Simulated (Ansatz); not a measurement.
# Mg2As3: the cost of one run

Computed with Ansatz 0.2.0 (DFT PBE+D3(BJ), scalar-relativistic, plane waves, PAW, unless a step's input says otherwise).

**1. The structure to begin with**

It takes space group P3m1 (No. 156, trigonal). The conventional cell has a = 4.896 Å, b = 4.896 Å, c = 11.364 Å, α = 90.00°, β = 90.00°, γ = 120.00°. Around Mg (site symmetry 3m) lie 6 As at 3.28 Å. Mg (site symmetry 3m) has 4 As at 3.18 Å in its first shell of neighbours. As (site symmetry 3m) has 3 Mg at 3.18 Å in its first shell of neighbours. Around As (site symmetry 3m) lie 3 Mg at 3.28 Å. Around As (site symmetry 3m) lie 4 Mg at 3.18 to 3.28 Å.

As a file:

```
Mg As
1.0
     4.89596    0.00000    0.00000
    -2.44798    4.24002    0.00000
     0.00000    0.00000   11.36380
Mg As
2 3
Cartesian
  0.0000 0.0000 5.0571
  2.4480 1.4133 9.9031
  0.0000 0.0000 0.0000
  0.0000 2.8267 3.3929
  2.4480 1.4133 6.7213
```

Recipe of the guess: close-packed anion layers stacked ABC|A, with sites between them filled layer by layer (P3m1, No. 156). The dimensions are guesses.

**2. The guess as it stands, on a coarse mesh**

input.yaml

```yaml
crystal:
  lattice:
    - [4.8959589, 0.0, 0.0]
    - [-2.44797945, 4.24002478, 0.0]
    - [0.0, 0.0, 11.36380029]
  atoms:
    - { symbol: Mg, position: [0.0, 0.0, 0.4450199] }
    - { symbol: Mg, position: [0.66666667, 0.33333333, 0.87146026] }
    - { symbol: As, position: [0.0, 0.0, 0.0] }
    - { symbol: As, position: [0.33333333, 0.66666667, 0.29857294] }
    - { symbol: As, position: [0.66666667, 0.33333333, 0.59146685] }
basis:
  ecutwfc: 420
kpoints:
  mp_grid: { grid: [6, 6, 2] }
hamiltonian:
  xc: pbe
  dispersion: d3bj
scf:
  occupations: { method: gaussian, width: 0.1 }
  lower_state_search: "off"
output:
  forces: true
  stress: true
  eigenvalues: true
```

Command:

```bash
$ ansatz run input.yaml --threads 1 --pin off --max-ram 2560MiB --backend cpu --events-out ev --progress --plain --runs-dir out
```

Q: Estimate wall time and peak memory on 1 thread of Intel Xeon at 2.50GHz (Skylake/Cascade Lake), shared host.

About 18 s, with a peak of 0.46 GiB.
